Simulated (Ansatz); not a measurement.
I, space group Im-3m: cell relaxations under several functionals, run with Ansatz 0.2.0 through its Python package.

The script reads `i.vasp`:
```text
I
1.0
  -2.08937544    2.08937544    2.08937544
   2.08937544   -2.08937544    2.08937544
   2.08937544    2.08937544   -2.08937544
I
1
Direct
   0.00000000    0.00000000    0.00000000
```

`i.py`
```python
"""How the lattice of I depends on the functional."""

from dataclasses import dataclass
import warnings

import ansatz as az
from ase.io import read
import numpy as np


@dataclass
class RunConfig:
    occupations: str = "Methfessel-Paxton"
    width_ev: float = 0.05
    mesh: tuple[int, ...] = (10, 10, 10)
    fmax: float = 0.001


opts = RunConfig()

def edges_and_angles(cell):
    cell = np.asarray(cell)
    a, b, c = np.linalg.norm(cell, axis=1)
    cosines = cell[1] @ cell[2] / (b * c), cell[0] @ cell[2] / (a * c), cell[0] @ cell[1] / (a * b)
    return (a, b, c, *np.degrees(np.arccos(cosines)))

warnings.simplefilter("ignore", az.DeckWarning)

atoms = read("i.vasp", format="vasp")
system = az.Crystal.from_ase(atoms)

setup = system.calculation()
setup = setup.basis(28 * az.Ry).eigensolver("davidson", full_accuracy=True)
setup = setup.occupations(opts.occupations, width=opts.width_ev).kpoints(*opts.mesh, center="monkhorst-pack")
setup = setup.relax(cell=True, force_tolerance=opts.fmax, max_steps=40)

levels = [("lda", "none"), ("pbesol", "none"), ("blyp", "d3bj")]
print("level            a       b       c    alpha   beta  gamma  V/atom  steps")
for name, dispersion in levels:
    seen = []
    run = setup.functional(name, dispersion=dispersion).session().plan()
    done = run.execute(on_event=lambda e: seen.append(e) if e["event"] == "relax_step" else None)
    cell = done.lattice.cell_ang
    label = name if dispersion == "none" else f"{name}+{dispersion}"
    print("{:13s} {:7.4f} {:7.4f} {:7.4f} {:6.2f} {:6.2f} {:6.2f}".format(label, *edges_and_angles(cell)), f"{abs(np.linalg.det(cell)) / len(done.lattice.sites):7.3f} {len(seen):5d}")
```

Rank the levels of theory by the volume of the relaxed cell.

From smallest to largest: LDA (31.50 Å³ an atom, -13.6 % against the start), PBEsol (32.40 Å³ an atom, -11.2 % against the start) and BLYP+D3BJ (35.14 Å³ an atom, -3.7 % against the start). The spread is 11.5 % in volume.

What the script printed:

```console
$ python i.py
level            a       b       c    alpha   beta  gamma  V/atom  steps
lda            3.4461  3.4461  3.4461 109.47 109.47 109.47  31.505     6
pbesol         3.4784  3.4784  3.4784 109.47 109.47 109.47  32.398     5
blyp+d3bj      3.5737  3.5737  3.5737 109.47 109.47 109.47  35.135     4
```

The settings weren't tested for convergence. The cutoff lies under the one recommended for these potentials. The cell holds an odd number of electrons and is run without spin, so a magnetic state may lie lower. BLYP and dispersion corrections can be off by several per cent in the lattices of metals, and by several GPa in the pressure at a fixed cell. The mesh is modest for a metal, so energies can be off by several to tens of meV an atom and pressures by half a GPa or more; differences at equal mesh fare better. Edges and angles are those of the cell as typed, here a primitive one, not of the conventional cell. This isn't the structure that I takes at ambient conditions. The script silences the warnings on its input, which a real study should read. Finished in 18 s on 1 thread of Arm Neoverse V1, with other jobs on the host, peak memory 0.42 GiB.

(Lines on the test bed's own set-up are left out of the output.)
